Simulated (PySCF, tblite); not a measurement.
# C4H8BClO2+ (doublet): geometry, infrared bands and EPR parameters

Wanted: the infrared bands and EPR parameters of C4H8BClO2+ (doublet) (`[CH2+][CH][C@H](C)OB(O)Cl`), by calculation.

Computed with tblite 0.8.0 and PySCF 2.14.0, with density-fitted response routines of our own, on a single molecule in the gas phase. Atoms are numbered from 0 throughout.

### Step 1. The molecule as given

16 atoms, charge 1, multiplicity 2; geometry from: force field or distance geometry start.

Bonds of the start (Å): C0–C1 1.50, C1–C2 1.52, C2–C3 1.55, C2–O4 1.40, O4–B5 1.47, B5–O6 1.48, B5–Cl7 1.87, C0–H8 1.07, C0–H9 1.11, C1–H10 1.11, C2–H11 1.09, C3–H12 1.10, C3–H13 1.09, C3–H14 1.10, O6–H15 1.00.

### Step 2. Geometry optimisation with GFN2-xTB

The job: settings as JSON, then the geometry in Å.

```
{"job": {"kind": "relax", "xc": "GFN2-xTB", "basis": "xTB"}, "charge": 1, "multiplicity": 2}
C     -1.317100    -1.954000    -0.007700
C     -1.510200    -0.489600    -0.257800
C     -0.390300     0.347200     0.326200
C     -0.768300     1.803000    -0.036500
O      0.775300     0.083400    -0.395600
B      1.882400    -0.252000     0.511800
O      2.833800    -1.316200     0.124700
Cl     2.541400     1.148700     1.568500
H     -0.357400    -2.425000    -0.010900
H     -2.234400    -2.544000     0.185500
H     -2.491900    -0.159700     0.152400
H     -0.244000     0.249000     1.400300
H      0.144700     2.412000     0.083600
H     -1.585500     2.187500     0.574600
H     -1.019000     1.797900    -1.107200
H      3.732800    -0.879100     0.144300
```

Started as:

```bash
OMP_NUM_THREADS=1 python probes_run.py task.json out
```

The driver reads the jobs from task.json and runs them one after another.

**Question.** This job is followed by: GFN2-xTB harmonic vibrations, gas phase; UKS B3LYP, pcH-1 on B C Cl H O, non-relativistic, mean-field spin-orbit, GIAO. What will the session give for the following? strongest single infrared mode (GFN2-xTB); zero-point energy (GFN2-xTB); g(iso) (B3LYP); ⟨S²⟩; largest a(iso) (averaged by class).

The runs gave:

| quantity | value |
| --- | --- |
| strongest single infrared mode (GFN2-xTB) | 1494 cm⁻¹, 407 km/mol |
| zero-point energy (GFN2-xTB) | 72.6 kcal/mol |
| g(iso) (B3LYP) | 2.01272 |
| ⟨S²⟩ | 0.756 (exact 0.75) |
| largest a(iso) (averaged by class) | 1H on H11, 306.8 MHz |

In words: The optimisation took 91 steps and gained 3.038 eV; among the close pairs (by a distance rule), B5–O6 changed most, from 1.479 to 1.297 Å. All 42 modes are real, so the xTB geometry is a minimum. The strongest single mode, at 1494 cm⁻¹, moves mainly B5. Unscaled tight-binding wavenumbers are off by several per cent, some by more. Its intensities can rank the bands wrongly. C0 carries the largest spin population, 0.46 e. The isotropic g lies 10.4 ppt above the free-electron value.
